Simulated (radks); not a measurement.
**Taking charge from the 4s level of As in fractions**

The task here is to estimate one member of a computed series from the others.

Program: radks (a radial shooting solver on a logarithmic mesh, Libxc functionals) version 1. Level of theory: scalar-relativistic Kohn-Sham, PBEsol, spin-polarised, spherical densities, point nucleus; open shells are filled with parallel spins first. These are calculated values, not measurements, unless marked.

**Starting point**

| Quantity | Value |
| --- | --- |
| element | arsenic (Z = 33) |
| charge | 0 |
| electrons | 33 |
| configuration | [Ar] 3d10 4s(up 1, down 1) 4p3 |

A shell typed twice in an input gives spin up, then spin down.

Set-up of the first run:

Input:

```text
Z 33
configuration [Ar] 3d10 4s1 4s1 4p3
relativity scalar-relativistic
functional pbe_sol,pbe_sol
spin polarised
nucleus point
c 137.035999084
```

Steps of the session up to this table: Start: [Ar] 3d10 4s(up 1, down 1) 4p3.

One of the session's tables, all rows but one given; the rest of the session is left out.

It belongs to the step «Start: [Ar] 3d10 4s(up 1, down 1) 4p3». Sizes of the orbitals, from the radial functions (bohr):

| level | <r> | outermost maximum (interpolated) | 90 % within | nodes |
| --- | --- | --- | --- | --- |
| 3p up | 0.6178 | 0.521 | 0.948 | 1 |
| 3p down | 0.6173 | 0.521 | 0.947 | 1 |
| 3d up | 0.6810 | 0.476 | 1.14 | 0 |
| 3d down | 0.6762 | 0.476 | 1.13 | 0 |
| 4s up | ? | ? | ? | ? |
| 4s down | 1.932 | 1.60 | 2.92 | 3 |
| 4p up | 2.505 | 1.99 | 3.88 | 2 |
| 4p down | 2.615 | 1.97 | 4.15 | 2 |

**Question.** Estimate the row for 4s up.

**Answer.** <r>: 1.942; outermost maximum (interpolated): 1.63; 90 % within: 2.92; nodes: 3. In the column «<r>» it lies between 4s down (1.932) and 4p up (2.505).
